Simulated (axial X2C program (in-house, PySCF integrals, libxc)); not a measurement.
# Linear ZrCN at several levels

How do method and spin–orbit coupling move the bonds and stretches of ZrCN, held linear?

Computed with an in-house X2C program for linear molecules on PySCF integrals. Level: all-electron X2C, two-component (2c) or spin-free, Zr dyall-v3z, C dyall-v3z, N dyall-av3z.

All values are calculated.

2 further runs of the same task are left out: 2 set aside as unsound or not needed.

### 1 Input

task.json reads:

```json
{"zs": [40, 6, 7], "q": 0, "bas": ["dyall-v3z", "dyall-v3z", "dyall-av3z"], "r0": [2.24, 1.16], "symm": 0, "scan": ["PBE0", "HF", "BHandHLYP"], "levels": ["PBE0", "HF", "LDA"], "nst": 2}
```

Keys: zs atomic numbers; q charge; bas basis sets; r0 starting distance in Å; symm equal bonds; scan levels of the two-bond scan; levels methods; nst determinants followed.

Started as:

```
python solin.py task.json out
```

Masses Zr 89.905, C 12.000, N 14.003 u.

### 2 Scan at PBE0, 2c

State: Ω = 3/2 (beyond evenly filled blocks: ω = 3/2). Energies above the lowest point, from the job's result record:

```
r(Zr–C) (Å)  r(C–N) (Å)  E (meV)
     2.1431      1.1339    67.94
     2.1431      1.1630    18.23
     2.1431      1.1921    64.69
     2.1980      1.1339    46.16
     2.1980      1.1630     0.00
     2.1980      1.1921    50.29
     2.1980      1.2212   180.06
     2.2529      1.1339    59.08
     2.2529      1.1630    15.68
     2.2529      1.1921    68.93
     2.3079      1.1630    59.04
     2.3079      1.2212   249.97
```

A quadratic surface with cubic terms in each bond gives the minimum at 2.198 and 1.162 Å, force constants 1.79, 18.4 and coupling 0.30 mdyn/Å.

### 3 Scan at BHandHLYP, 2c

State: Ω = 3/2 (beyond evenly filled blocks: ω = 3/2). Energies above the lowest point, from the job's result record:

```
r(Zr–C) (Å)  r(C–N) (Å)  E (meV)
     2.1431      1.1339    57.72
     2.1431      1.1630    55.32
     2.1431      1.1921   148.95
     2.1980      1.1339     9.92
     2.1980      1.1630    10.54
     2.1980      1.1921   107.55
     2.1980      1.2212   283.75
     2.2529      1.1339     0.00
     2.2529      1.1630     2.89
     2.2529      1.1921   102.40
     2.3079      1.1630    25.85
     2.3079      1.2212   308.27
```

A quadratic surface with cubic terms in each bond gives the minimum at 2.240 and 1.148 Å, force constants 1.69, 19.9 and coupling 0.25 mdyn/Å.

### 4 Scan at PBE0, spin-free

State: M_S = 3/2, Λ = 3 (beyond evenly filled blocks: σα, π+α, δ+α). Energies above the lowest point, from the job's result record:

```
r(Zr–C) (Å)  r(C–N) (Å)  E (meV)
     2.1431      1.1339    67.55
     2.1431      1.1630    17.75
     2.1431      1.1921    64.11
     2.1980      1.1339    46.21
     2.1980      1.1630     0.00
     2.1980      1.1921    50.21
     2.1980      1.2212   179.88
     2.2529      1.1339    59.55
     2.2529      1.1630    16.14
     2.2529      1.1921    69.36
     2.3079      1.1630    59.95
     2.3079      1.2212   250.85
```

A quadratic surface with cubic terms in each bond gives the minimum at 2.198 and 1.162 Å, force constants 1.79, 18.3 and coupling 0.30 mdyn/Å.

### 5 Comparison

| level | r(Zr–C) (Å) | r(C–N) (Å) | lower stretch (cm⁻¹) | upper stretch (cm⁻¹) |
| --- | --- | --- | --- | --- |
| PBE0, 2c | 2.198 | 1.162 | 385.2 | 2207.8 |
| BHandHLYP, 2c | 2.240 | 1.148 | 374.2 | 2296.8 |
| PBE0, spin-free | 2.198 | 1.162 | 385.7 | 2207.1 |
| BHandHLYP, spin-free | 2.239 | 1.148 | 374.7 | 2296.2 |

Scans not shown above were run alike.

**Reading.** Over the levels the Zr–C bond spans 2.198 to 2.240 Å and the C–N bond 1.148 to 1.162 Å. At PBE0 spin–orbit coupling leaves both bonds unchanged to 0.001 Å. Each state is one determinant, the lowest of a limited PBE0 search; the stretches come from a fit to few points and are good to some per cent at best. The molecule was held linear; bending was not examined, so a bent shape may lie lower. Note: functional without a current term on a determinant with orbital currents, of the molecule or an atom. Note: several unpaired electrons, one determinant need not be a pure state.
